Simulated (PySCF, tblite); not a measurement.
# C5H10Si: geometry, infrared bands and NMR shifts

What infrared bands and NMR shifts should C5H10Si (`C[C@H]1C=C1C[SiH3]`) show?

Computed with tblite 0.8.0 and PySCF 2.14.0, with density-fitted response routines of our own, on a single molecule in the gas phase. Atoms count from 0, in the outputs and in this text.

## (1) Starting geometry

16 atoms, charge 0, multiplicity 1; geometry from: force field or distance geometry start.

Bonds of the start (Å): C0–C1 1.50, C1–C2 1.50, C2–C3 1.35, C3–C4 1.48, C4–Si5 1.86, C3–C1 1.49, C0–H6 1.12, C0–H7 1.12, C0–H8 1.12, C1–H9 1.11, C2–H10 1.08, C4–H11 1.13, C4–H12 1.11, Si5–H13 1.48, Si5–H14 1.46, Si5–H15 1.46.

## (2) Relaxing the molecule with GFN2-xTB

What the job is given:

```
{"job": {"kind": "relax", "xc": "GFN2-xTB", "basis": "xTB"}, "charge": 0, "multiplicity": 1}
C     -2.476100     0.142200     0.560100
C     -1.172500    -0.551300     0.847900
C     -0.734900    -1.431300    -0.282400
C     -0.013500    -0.309900    -0.060600
C      1.172000     0.441300    -0.543500
Si     2.499300     0.618900     0.750000
H     -3.338500    -0.573600     0.632900
H     -2.599500     0.996600     1.270800
H     -2.430600     0.601200    -0.465200
H     -1.008200    -0.982200     1.858600
H     -0.965600    -2.332500    -0.839500
H      0.870700     1.453200    -0.933200
H      1.652800    -0.050300    -1.409400
H      3.437200    -0.512500     0.544800
H      1.911800     0.615600     2.082900
H      3.188200     1.883600     0.509400
```

Run with:

```
> OMP_NUM_THREADS=1 python probes_run.py task.json out
```

This one command runs all jobs of the session in turn.

**Question.** This job is followed by: GFN2-xTB harmonic vibrations, gas phase; GIAO PBE0/pcSseg-1 NMR shielding, non-relativistic, gas phase. Predict these results of the whole session: strongest single infrared mode (GFN2-xTB); zero-point energy (GFN2-xTB); 13C shifts against TMS (PBE0/pcSseg-1); 1H shifts against TMS (PBE0/pcSseg-1, means over atoms taken as alike); 29Si shifts against TMS (PBE0/pcSseg-1).

As calculated:

| quantity | value |
| --- | --- |
| strongest single infrared mode (GFN2-xTB) | 784 cm⁻¹, 370 km/mol |
| zero-point energy (GFN2-xTB) | 78.4 kcal/mol |
| 13C shifts against TMS (PBE0/pcSseg-1) | 135.8, 113.3, 25.0, 16.9, 10.7 ppm |
| 1H shifts against TMS (PBE0/pcSseg-1, means over atoms taken as alike) | 6.78, 3.89, 2.46, 2.21, 1.59, 1.13 ppm |
| 29Si shifts against TMS (PBE0/pcSseg-1) | -78.0 ppm |

What this shows: The optimisation took 70 steps and gained 0.473 eV; among the close pairs (by a distance rule), C4–Si5 changed most, from 1.862 to 1.915 Å. No mode is imaginary among the 42: a minimum at this level. Unscaled tight-binding wavenumbers are off by several per cent, some by more. Its intensities can rank the bands wrongly. H10 (hydrogen on an alkene CH) lies farthest downfield among hydrogen, at 6.78 ppm; attached to an sp2 carbon and in the plane of the double bond. At PBE0/pcSseg-1: The largest span, 265 ppm, is at C3, where the paramagnetic term is -207 ppm.
